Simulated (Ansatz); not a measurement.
# CH7BN2O: one species, many methods

How much do the methods differ for CH7BN2O? The plan is to run it at one geometry with functionals of several rungs and with coupled cluster, and see how far each lands from CCSD(T) at the basis-set limit for the atomisation energy.

Method: functionals in def2-TZVPP, the program's frozen cores in correlated methods; program: Ansatz 0.2.0, Gaussian basis.

Plan: LDA (SPW92), PBE-D4, revPBE-D4, BLYP-D4, r2SCAN-D4, B97M-V, PBE0-D4, B3LYP-D4, r2SCANh-D4, r2SCAN0-D4, HSE06-D4, BHLYP-D4, CAM-B3LYP-D4, LC-ωPBE, ωB97X-V, ωB97M-V, B2PLYP, PBE-QIDH; CCSD(T)/def2-SVP; CCSD(T)/def2-TZVPP; MP2/def2-QZVPP; extrapolation to the limit; RPA on PBE.

## (1) Structure used throughout

The geometry comes from an earlier relaxation with PBE0-D4 in a triple-zeta def2 set; it is a stationary point, not always the lowest conformer.

SMILES `NB(N)CO`, 12 atoms, charge 0, spin multiplicity 1.

Atoms are counted from 1 here; the program's logs count them from 0.

Bond lengths: N1–B2 1.410 Å, N1–H6 1.004 Å, N1–H7 1.005 Å, B2–N3 1.413 Å, B2–C4 1.591 Å, N3–H8 1.004 Å, N3–H9 1.003 Å, C4–O5 1.428 Å, C4–H10 1.096 Å, C4–H11 1.101 Å, O5–H12 0.960 Å. Angles: B2–N1–H6 125.1°, B2–N1–H7 119.8°, H6–N1–H7 114.4°, N1–B2–N3 122.8°, N1–B2–C4 117.5°, N3–B2–C4 119.8°, B2–N3–H8 124.2°, B2–N3–H9 122.3°, H8–N3–H9 113.4°, B2–C4–O5 114.2°, B2–C4–H10 109.1°, B2–C4–H11 111.6°, O5–C4–H10 105.4°, O5–C4–H11 110.5°, H10–C4–H11 105.4°, C4–O5–H12 107.5°.

## (2) LDA

This LDA is Slater exchange with PW92 correlation.

in.yaml reads:

```yaml
crystal:
  periodic: [false, false, false]
  atoms:
    - {symbol: N, position_ang: [-0.890637, 0.942692, 0.761107]}
    - {symbol: B, position_ang: [-0.018301, -0.105907, 0.405070]}
    - {symbol: N, position_ang: [0.257733, -1.194976, 1.261939]}
    - {symbol: C, position_ang: [0.665673, -0.036893, -1.029525]}
    - {symbol: O, position_ang: [0.053366, 0.889486, -1.926905]}
    - {symbol: H, position_ang: [-1.352646, 1.033491, 1.647722]}
    - {symbol: H, position_ang: [-0.972449, 1.747974, 0.165443]}
    - {symbol: H, position_ang: [-0.082837, -1.273406, 2.203361]}
    - {symbol: H, position_ang: [0.844919, -1.960065, 0.985229]}
    - {symbol: H, position_ang: [1.699918, 0.307184, -0.916781]}
    - {symbol: H, position_ang: [0.737052, -1.032696, -1.493674]}
    - {symbol: H, position_ang: [-0.864790, 0.627912, -2.028987]}
basis:
  gaussian: {orbitals: def2-TZVPP}
hamiltonian: {xc: lda}
output: {orbitals: {seedname: orbitals}}
```

Further steps of the session: PBE-D4 (GGA); revPBE-D4 (GGA); BLYP-D4 (GGA); r2SCAN-D4 (meta-GGA); B97M-V (meta-GGA); PBE0-D4 (hybrid); B3LYP-D4 (hybrid); r2SCANh-D4 (hybrid); r2SCAN0-D4 (hybrid); HSE06-D4 (hybrid); BHLYP-D4 (hybrid); CAM-B3LYP-D4 (range-separated); LC-ωPBE (range-separated); ωB97X-V (range-separated); ωB97M-V (range-separated); B2PLYP (double hybrid); PBE-QIDH (double hybrid); CCSD(T) in def2-SVP; CCSD(T) in def2-TZVPP; MP2 in def2-QZVPP; RPA on PBE orbitals.

Q: Predict the results of all the runs planned. Wanted: atomisation energy, CCSD(T)/CBS; farthest beyond LDA; mean size of error, GGA; mean size of error, meta-GGA; mean size of error, hybrid; mean size of error, range-separated; mean size of error, double hybrid; gap, smallest and largest; T1 diagnostic.

The runs gave:

| quantity | value |
| --- | --- |
| atomisation energy, CCSD(T)/CBS | 47.861 eV |
| functionals within 0.239 eV (0.5 %) | revPBE-D4, r2SCAN-D4, B97M-V, PBE0-D4, LC-ωPBE, ωB97X-V |
| farthest beyond LDA | BHLYP-D4 (-1.352 eV) |
| mean size of error, GGA | 0.591 eV |
| mean size of error, meta-GGA | 0.040 eV |
| mean size of error, hybrid | 0.539 eV |
| mean size of error, range-separated | 0.313 eV |
| mean size of error, double hybrid | 0.344 eV |
| gap, smallest and largest | 5.40 eV (BLYP-D4), 12.58 eV (LC-ωPBE) |
| T1 diagnostic | 0.0107 |
| triples share of the correlation energy | 3.6 % |

**Reading.** The LDA atomisation energy is off by 7.523 eV (16 %): it overbinds. PBE-D4 is off by +1.321 eV. Double hybrids carry the basis error of their MP2 part in triple zeta, and no dispersion term here, so their miss is partly the set-up's. By mean error the best rung here is meta-GGA (0.040 eV) and the worst beyond LDA is GGA (0.591 eV). The reference freezes the cores and leaves out relativity and excitations past (T), so misses under about 0.239 eV can't be ranked. Hartree-Fock recovers 70 % of the binding; the rest is correlation. CCSD(T) in def2-SVP is off by -2.883 eV, which most functionals beat. Orbital gaps span 5.4 to 12.6 eV; exact exchange widens them.
